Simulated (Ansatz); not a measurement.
This script makes a scan of the energy under strain of SnTe, space group F-43m with Ansatz's Python interface.

The script, `strain.py`:
```python
"""Energy of SnTe under uniaxial strain, ions carried with the cell."""

import ansatz as az
import matplotlib.pyplot as plt
import numpy as np

VECTORS = np.array([
    [0.0, 3.611146, 3.611146],
    [3.611146, 0.0, 3.611146],
    [3.611146, 3.611146, 0.0],
])
SITES = [
    ("Sn", (0.0, 0.0, 0.0)),
    ("Te", (0.75, 0.75, 0.75)),
]


def on_lattice(cell):
    crystal = az.Crystal(lattice=az.Lattice.of(cell))
    for symbol, position in SITES:
        crystal = crystal.atom(symbol, position)
    return crystal


def main() -> None:
    # clamped ions: the fractional positions stay as typed
    values = np.linspace(-0.02, 0.02, 7)
    energies = []
    for d in values:
        strain = np.diag([0, 0, d])
        cell = VECTORS @ (np.eye(3) + strain)
        model = (
            on_lattice(cell).calculation()
            .functional("r2scan")
            .occupations("fermi_dirac", width=0.05)  # smearing steadies the SCF of a metal
            .basis(520)
            .kpoints(6, 6, 6)
        )
        summary = model.run(threads=1, backend="cpu").report
        energies.append(summary["free_energy_ev"] / len(SITES))
        print(f"d = {d:+.4f}  F = {energies[-1]:.5f} eV/atom")
    energies = np.array(energies)

    for value, e in zip(values, energies):
        print(f"strain {value:7.3f}   E - Emin = {1000 * (e - energies.min()):9.3f} meV/atom")
    plt.figure(figsize=(4.5, 3))
    plt.plot(values, 1000 * (energies - energies.min()), "o-")
    plt.xlabel("strain")
    plt.ylabel("meV/atom")
    plt.tight_layout()
    plt.savefig("strain.png", dpi=100)
    curvature = 2 * np.polyfit(values, energies, 3)[1]
    volume = abs(np.linalg.det(VECTORS)) / len(SITES)
    print(f"d2E/dd2 over the volume: {curvature / volume * 160.21766:.1f} GPa")


if __name__ == "__main__":
    main()
```

How much energy does this uniaxial strain cost, and what curvature follows?

Against the unstrained cell the energy per atom changes by -1.96 meV at one end of the scan and +4.85 meV at the other, and its second derivative over the volume is 24.6 GPa. The lowest row is an end of the scan, as the cell stands under stress.

What the script printed:

`python strain.py` gives:
```text
d = -0.0200  F = -6516.68274 eV/atom
d = -0.0133  F = -6516.68240 eV/atom
d = -0.0067  F = -6516.68174 eV/atom
d = +0.0000  F = -6516.68077 eV/atom
d = +0.0067  F = -6516.67948 eV/atom
d = +0.0133  F = -6516.67786 eV/atom
d = +0.0200  F = -6516.67592 eV/atom
strain  -0.020   E - Emin =     0.000 meV/atom
strain  -0.013   E - Emin =     0.342 meV/atom
strain  -0.007   E - Emin =     0.994 meV/atom
strain   0.000   E - Emin =     1.964 meV/atom
strain   0.007   E - Emin =     3.257 meV/atom
strain   0.013   E - Emin =     4.874 meV/atom
strain   0.020   E - Emin =     6.818 meV/atom
d2E/dd2 over the volume: 24.6 GPa
```

What to keep in mind:
- Total energies depend on the potentials; only differences at equal settings carry meaning.
- The curvature belongs to this strain pattern and to the cell's stress; it equals a single elastic constant only for simple patterns.
- This cell is a computed structure, which may not be the phase found in nature.
- The ions keep their fractional positions (clamped ions).
- Run time: 56 s on 1 thread of Intel(R) Xeon(R) Processor @ 2.30GHz, with other jobs on the host, peak memory 0.76 GiB.
